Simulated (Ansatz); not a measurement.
# ErCl: a trial structure relaxed

Where does this trial cell of ErCl go when cell and atoms are let free?

Program: Ansatz 0.2.0. Level of theory: DFT PBE, scalar-relativistic, plane waves, PAW; 4f electrons in the core of a trivalent norm-conserving potential. These are calculated values, not measurements.

## (1) The starting structure

It takes space group Fm-3m (No. 225, cubic). The conventional cell has a = 5.565 Å, b = 5.565 Å, c = 5.565 Å, α = 90.00°, β = 90.00°, γ = 90.00°. Er (site symmetry m-3m) is surrounded by 6 Cl at 2.78 Å. Around Cl (site symmetry m-3m) lie 6 Er at 2.78 Å.

Structure file:

```cif
data_structure
_symmetry_space_group_name_H-M 'P 1'
_symmetry_Int_Tables_number 1
_cell_length_a 3.9352
_cell_length_b 3.9352
_cell_length_c 3.9352
_cell_angle_alpha 60.000
_cell_angle_beta 60.000
_cell_angle_gamma 60.000
_cell_volume 43.09
loop_
_atom_site_label
_atom_site_type_symbol
_atom_site_fract_x
_atom_site_fract_y
_atom_site_fract_z
_atom_site_occupancy
Er1 Er 0.50000 0.50000 0.50000 1
Cl1 Cl 0.00000 0.00000 0.00000 1
```

A structure generator made this guess: species swapped into a database cell of GaN (Fm-3m, No. 225), with Er on the Ga sites and Cl on the N sites. Its size is a rough estimate.

## (2) A first look at the guess

input.yaml reads:

```yaml
crystal:
  lattice:
    - [0.0, 2.7826141, 2.7826141]
    - [2.7826141, 0.0, 2.7826141]
    - [2.7826141, 2.7826141, 0.0]
  atoms:
    - { symbol: Er, position: [0.5, 0.5, 0.5] }
    - { symbol: Cl, position: [0.0, 0.0, 0.0] }
basis:
  ecutwfc: 770
kpoints:
  mp_grid: { grid: [6, 6, 6] }
hamiltonian:
  xc: pbe
  pseudopotentials:
    kind: paw
    azcp: { Er: "pseudopotentials/pbe/nc/lanthanide_3plus/Er.nc.azcp" }
scf:
  occupations: { method: gaussian, width: 0.1 }
  lower_state_search: "off"
output:
  forces: true
  stress: true
  eigenvalues: true
```

The run is started by

```sh
> ansatz run input.yaml --threads 1 --pin off --max-ram 2560MiB --backend cpu --events-out ev --progress --plain --runs-dir out
```

Further runs follow: final relaxation.

Q: Predict the outcome of this session. Wanted: conventional cell; volume; energy over the elements; gap on the mesh.

As calculated:

| quantity | value |
| --- | --- |
| symmetry at the end (tolerance 0.05 Å) | space group Fm-3m (No. 225) |
| conventional cell | a = 5.517 Å, b = 5.517 Å, c = 5.517 Å, α = 90.00°, β = 90.00°, γ = 90.00° |
| volume | 20.99 Å³/atom |
| energy over the elements (uncorrected; H, N, O, F and Cl as molecules) | -0.91 eV/atom |
| gap on the mesh | none (metal) |

**Reading.** The space group Fm-3m (No. 225) is kept, and the volume per atom shrinks by 2.6 % from the first guess. A negative formation energy is needed for stability but isn't enough; other structures and compounds were not set against it here. No finished test with a distortion of lower symmetry is shown, so the end may be a saddle point. The runs treat Er without spin-orbit coupling. The lanthanide's 4f electrons sit in the core of its potential, so it is trivalent by construction and shows no f bands or moments.

No U or exact exchange acts on the 4f shell of Er, so a metallic reading can be the functional's.
